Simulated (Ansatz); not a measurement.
# GeH2Cl (SMILES [Cl][GeH2]): UPBE/def2-TZVPP

Aim: the energy change on altering one bond length of GeH2Cl at UPBE/def2-TZVPP, from 2 runs. 

The results are computed with Ansatz 0.2.0.

39 further runs of the same task are left out: 39 set aside as unsound or not needed.

## (1) Starting point

The species is GeH2Cl (4 atoms), meant as a doublet with charge 0. SMILES: `[Cl][GeH2]`. Geometry: relaxed at PBE0-D4/def2-TZVP.

Bond lengths: Cl1–Ge2 2.156 Å, Ge2–H3 1.546 Å, Ge2–H4 1.546 Å. Angles: Cl1–Ge2–H3 106.8°, Cl1–Ge2–H4 106.8°, H3–Ge2–H4 112.3°.

## (2) The energy at UPBE/def2-TZVPP

job.yaml

```yaml
crystal:
  periodic: [false, false, false]
  atoms:
    - {symbol: Cl, position_ang: [-1.562900, 0.305200, 0.993500]}
    - {symbol: Ge, position_ang: [0.106700, -0.451100, -0.141600]}
    - {symbol: H, position_ang: [0.072700, 0.259600, -1.514200]}
    - {symbol: H, position_ang: [1.383400, -0.113700, 0.662300]}
basis:
  gaussian:
    orbitals: def2-TZVPP
magnetization:
  spin_polarized: true
  initial_magnetization: 1
hamiltonian:
  xc: {name: PBE}
accuracy: high
output: {orbitals: {seedname: orbitals}}
```

Launch:

```bash
$ ansatz run job.yaml --threads 1 --pin off --max-ram 3480MiB --events-out events.jsonl --progress --plain --runs-dir runs
```

What it wrote:

```text
Warning: RAYON_NUM_THREADS=1 ignored (pool sized by the plan → 1); use --threads N
Functional definition: PBE
  name "PBE"
  parameter kappa = 0.804
  parameter beta = 0.06672455060314922
  exchange = pbe_x(kappa = kappa, mu = beta*pi^2/3)
  correlation = pbe_c(beta = beta)
1798 factors; integrals over basis functions are off by at most 4.5e-9 eV
mean field evaluation 1: about -69058.9686 eV, gradient 1.8e1 eV
mean field evaluation 2: about -69058.5964 eV, gradient 2.4e1 eV
mean field evaluation 4: about -69059.9116 eV, gradient 1.4e0 eV
mean field evaluation 8: about -69059.9197 eV, gradient 3.4e-2 eV
mean field evaluation 16: about -69059.9197 eV, gradient 2.0e-5 eV
mean field -69059.91968466 eV, -2537.9052379163 hartree, gradient 2.7e-8 eV, S^2 0.751475; 0 other end points of the search recorded, 0 dependent functions left out
reference -69059.91968737 eV, -2537.9052380160 hartree; 26, 25 occupied and 92, 93 virtual orbitals, 1798 factors
Total energy: -69059.91968737 eV, -2537.9052380160 hartree
```

It took 7.8 s on 1 thread of Arm Neoverse V2, shared host; peak memory 0.3 GiB.

## (3) The distorted shape

in.yaml

```yaml
crystal:
  periodic: [false, false, false]
  atoms:
    - {symbol: Cl, position_ang: [-2.898609, 0.910253, 1.901600]}
    - {symbol: Ge, position_ang: [0.106700, -0.451100, -0.141600]}
    - {symbol: H, position_ang: [0.072700, 0.259600, -1.514200]}
    - {symbol: H, position_ang: [1.383400, -0.113700, 0.662300]}
basis:
  gaussian:
    orbitals: def2-TZVPP
magnetization:
  spin_polarized: true
  initial_magnetization: 1
hamiltonian:
  xc: {name: PBE}
accuracy: high
output: {orbitals: {seedname: orbitals}}
```

Launch:

```bash
$ ansatz run in.yaml --threads 1 --pin off --max-ram 3480MiB --events-out events.jsonl --progress --plain --runs-dir runs
```

What it wrote, shortened:

```text
Warning: RAYON_NUM_THREADS=1 ignored (pool sized by the plan → 1); use --threads N
Functional definition: PBE
  name "PBE"
[...]
1664 factors; integrals over basis functions are off by at most 1.2e-8 eV
[...]
mean field -69056.97469138 eV, -2537.7970114095 hartree, gradient 2.5e-8 eV, S^2 0.783871; 10 other end points of the search recorded, 0 dependent functions left out
reference -69056.97469453 eV, -2537.7970115252 hartree; 26, 25 occupied and 92, 93 virtual orbitals, 1664 factors
Total energy: -69056.97469453 eV, -2537.7970115252 hartree
```

Wall time 19 s (1 thread of Arm Neoverse V2, shared host); peak memory 0.28 GiB.

## (4) Summary of results

Level: UPBE/def2-TZVPP.

| quantity | value |
| --- | --- |
| first shape: total energy | -2537.90524 Eh |
| first shape: HOMO energy (highest over α and β) | -5.50 eV |
| first shape: LUMO energy (lowest over α and β) | -4.20 eV |
| first shape: ⟨S²⟩ | 0.751 |
| distorted shape: total energy | -2537.79701 Eh |
| distorted shape: HOMO energy (highest over α and β) | -6.23 eV |
| distorted shape: LUMO energy (lowest over α and β) | -6.01 eV |
| distorted shape: ⟨S²⟩ | 0.784 |
| energy change with the Cl1–Ge2 bond stretched from 2.156 to 3.881 Å | 2.945 eV |

**Reading.** With the Cl1–Ge2 bond stretched from 2.156 to 3.881 Å the energy rises by 2.94 eV (68 kcal/mol). The first shape isn't relaxed at this level, so the change isn't measured from a minimum.
